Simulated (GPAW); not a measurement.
CsLiCr2Te2S3:

```
Cs Li Cr Te S
1.0
     3.31929    1.91639    6.87982
    -3.31929    1.91639    6.87982
     0.00000   -3.83279    6.87982
Cs Li Cr Te S
1 1 2 2 3
Cartesian
  0.0000 0.0000 0.0000
  0.0000 0.0000 10.3197
  0.0000 0.0000 16.4802
  0.0000 0.0000 4.1593
  0.0000 0.0000 14.0328
  0.0000 0.0000 6.6067
  -2.4147 0.0000 10.3197
  1.2074 -2.0912 10.3197
  1.2074 2.0912 10.3197
```

The cell was built by a generator and needn't be a form met in nature.

Base run:

```yaml
Program: GPAW 26.7.0
Functional: PBE
Potentials_or_basis: GPAW PAW data sets (gpaw-data 1.2.1)
Cutoff: 800 eV
Basis: pw
k_mesh: 4 × 4 × 4
Occupations: fermi-dirac, width 0.05 eV
Spin: collinear spin, ferromagnetic start
Starting_moments: "[0.0, 0.0, 3.0, 3.0, 0.0, 0.0, 0.0, 0.0, 0.0] μB"
Hubbard_terms: Cr d U = 2 eV
```

Its results: pressure 2.2 GPa; net moment 4.07 μB per cell; site moments Cs -0.01; Li +0.00; Cr +2.82; Te -0.35; S -0.15 μB; largest force 0.736 eV/Å.

The run is repeated on the same cell with these changes: hubbard terms from Cr d U = 2 eV to none. What comes out?

Pressure 0.2 GPa; net moment 4.00 μB per cell; site moments Cs -0.01; Li +0.01; Cr +2.24; Te -0.20; S -0.07 μB; largest force 0.113 eV/Å.

Caveats: only a ferromagnetic start was run, and an antiferromagnetic order may lie lower in energy.
